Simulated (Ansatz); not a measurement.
# GePH₃ (triplet): from Hartree-Fock to the top rungs, cc-pVDZ

The task here is to estimate one member of a computed series from the others.

The runs use Ansatz 0.2.0, Gaussian basis; cc-pVDZ, core rule «outside noble gas», up to 19 orbitals frozen.

Plan: UHF; CCSD(T) on ROHF; CCSD(T) on UHF; BCCD(T) on ROHF; CISD; CCSDT(Q) on ROHF; CCSDT(Q) on UHF; CASSCF and NEVPT2, 12 electrons in 11 orbitals.

29 further runs of the same task are left out: 2 for a known fault of the program, 16 that didn't finish, 11 set aside as unsound or not needed.

## The geometry

The geometry is a PBE0/def2-TZVP stationary point (not a proven minimum). No spin-orbit coupling is included. The filled d shell of Ge may be among the frozen orbitals whatever the setting's name suggests; the logs give the count.

5 atoms, charge 0, spin multiplicity 3.

Atoms are counted from 1 here; the program's logs count them from 0.

Bond lengths: Ge1–P2 2.312 Å, Ge1–H3 1.539 Å, Ge1–H4 1.539 Å, Ge1–H5 1.539 Å. Angles: P2–Ge1–H3 110.1°, P2–Ge1–H4 110.1°, P2–Ge1–H5 110.1°, H3–Ge1–H4 108.8°, H3–Ge1–H5 108.8°, H4–Ge1–H5 108.8°.

Set-up of the first run:

Contents of in.yaml:

```yaml
crystal:
  periodic: [false, false, false]
  atoms:
    - {symbol: Ge, position_ang: [-0.656484, -0.004808, 0.000881]}
    - {symbol: P, position_ang: [1.655316, 0.012124, -0.002222]}
    - {symbol: H, position_ang: [-1.195968, 1.436850, 0.003923]}
    - {symbol: H, position_ang: [-1.178396, -0.733455, 1.252326]}
    - {symbol: H, position_ang: [-1.181787, -0.729442, -1.251475]}
basis:
  gaussian: {orbitals: cc-pVDZ}
magnetization: {spin_polarized: true, initial_magnetization: 2}
hamiltonian: {xc: hf}
output: {orbitals: {seedname: orbitals}}
```

On the command line:

```
$ ansatz run in.yaml --threads 1 --pin off --events-out ev --progress --plain --max-ram 2393MiB
```

Among the steps run: UHF; CCSD(T) on ROHF; CCSD(T) on UHF; BCCD(T) on ROHF; CISD; CCSDT(Q) on ROHF; CCSDT(Q) on UHF; CASSCF and NEVPT2, 12 electrons in 11 orbitals.

One of the session's tables, all rows but one given; the rest of the session is left out.

```
        method  from UCCSDT(Q) (kcal/mol)
          ROHF                    +143.83
           UHF                    +140.23
          RMP2                     +29.93
          UMP2                     +30.44
          CISD                     +15.79
         RCCSD                      +4.25
         UCCSD                      +4.15
      RCCSD(T)                          ?
      UCCSD(T)                      +0.86
       BCCD(T)                      +0.85
        RCCSDT                      +0.18
        UCCSDT                      +0.17
     RCCSDT(Q)                      +0.01
     UCCSDT(Q)                          0
CASSCF valence                    +103.11
NEVPT2 valence                     +27.73
```

Estimate the missing values for RCCSD(T).

The run gave: from UCCSDT(Q) (kcal/mol): +0.88. In the column «from UCCSDT(Q) (kcal/mol)» it lies between UCCSD(T) (+0.86) and UCCSD (+4.15).

With the free atoms at the same levels and basis (separate runs), the atomisation energy is 10.276 eV at UCCSDT(Q), 10.265 eV at RCCSD(T), 10.256 eV at UCCSD(T), 7.941 eV at ROHF.

To keep in mind: Restricted and unrestricted rows rest on different reference determinants; where their highest levels disagree by more than a few hundredths of an eV, they describe different states and don't form one ladder.
